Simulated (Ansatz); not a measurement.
# ClHZr: the cost of one run

Program: Ansatz 0.2.0, Gaussian basis. Level of theory: def2-QZVPP, core rule «outside noble gas», up to 9 orbitals frozen. These are calculated values, not measurements.

The runs, in order: UHF; ROHF; CCSD(T) on UHF.

2 further runs of the same task are left out: 2 set aside as unsound or not needed.

## 1. The geometry

The geometry is a PBE0/def2-TZVP stationary point (not a proven minimum) of the parent state, kept for this charge and spin. No spin-orbit coupling is included. Elements past krypton take def2 core potentials.

3 atoms, charge 0, spin multiplicity 5.

Atoms are counted from 1 here; the program's logs count them from 0.

Bond lengths: Zr1–Cl2 2.379 Å, Zr1–H3 1.933 Å. Angles: Cl2–Zr1–H3 180.0°.

## 2. UHF

Input file in.yaml:

```yaml
crystal:
  periodic: [false, false, false]
  atoms:
    - {symbol: Zr, position_ang: [0.000000, 0.000000, 0.148733]}
    - {symbol: Cl, position_ang: [0.000000, 0.000000, -2.230367]}
    - {symbol: H, position_ang: [0.000000, 0.000000, 2.081633]}
basis:
  gaussian: {orbitals: "def2-QZVPP.json"}
magnetization: {spin_polarized: true, initial_magnetization: 4}
hamiltonian: {xc: hf}
output: {orbitals: {seedname: orbitals}}
```

Command:

```bash
$ ansatz run in.yaml --threads 1 --pin off --events-out ev --progress --plain --max-ram 4096MiB --backend cpu
```

What time and memory should one allow on 1 thread of AMD EPYC 7R13, shared host?

About 34 s, with a peak of 0.5 GiB.
